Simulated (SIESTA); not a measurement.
TiAu:

```xyz
4
Lattice="4.6151 0.0000 0.0000 0.0000 2.9552 0.0000 0.0000 0.0000 4.9475" Properties=species:S:1:pos:R:3 pbc="T T T"
Au    3.4613    1.4776    3.3440
Au    1.1538    1.4776    1.6035
Ti    3.4613    0.0000    0.8896
Ti    1.1538    0.0000    4.0579
```

The cell is a database's computed one.

- Program: SIESTA 5.4.2
- Task: single point
- Functional: PBEsol
- Potentials or basis: PseudoDojo 0.4 standard (PBEsol files)
- Basis: DZP (energy shift 0.003 Ry; two zetas on semicore shells)
- Grid cutoff: 800 Ry
- Energy shift: 0.003 Ry
- k mesh: 6 × 9 × 6
- Occupations: fermi-dirac, width 0.05 eV
- Spin: no spin polarisation

On this cell: pressure -5.5 GPa; largest force 0.285 eV/Å; band gap on the k mesh none (metal or under the smearing width).

The same run follows on a disturbed copy (atoms moved at random, drawn with an rms of 0.05 Å):

```
CELL_PARAMETERS angstrom
4.61507 0.00000 0.00000
0.00000 2.95519 0.00000
0.00000 0.00000 4.94751
ATOMIC_POSITIONS crystal
Au 0.76244 0.50760 0.68148
Au 0.25175 0.50227 0.32603
Ti 0.74362 0.98405 0.18596
Ti 0.25413 0.98724 0.82856
```

Problem. What does the disturbed cell give?

Solution. The energy (extrapolated to zero smearing) moves by +5.8 meV/atom; pressure -5.3 GPa; largest force 0.484 eV/Å; band gap on the k mesh none (metal or under the smearing width).

Forces on the atoms (eV/Å):
```
Au  -0.299 -0.200  0.191
Au  -0.035 -0.161 -0.033
Ti   0.220  0.186  0.281
Ti   0.114  0.172 -0.438
```

Stress tensor (GPa, compression positive):
```
-3.59  0.11 -0.29
 0.11 -7.60 -0.09
-0.29 -0.09 -4.65
```

Caveats: short orbitals over semicore shells can move pressures by several GPa; the basis of atomic orbitals isn't converged, which shifts pressures, moduli and gaps.
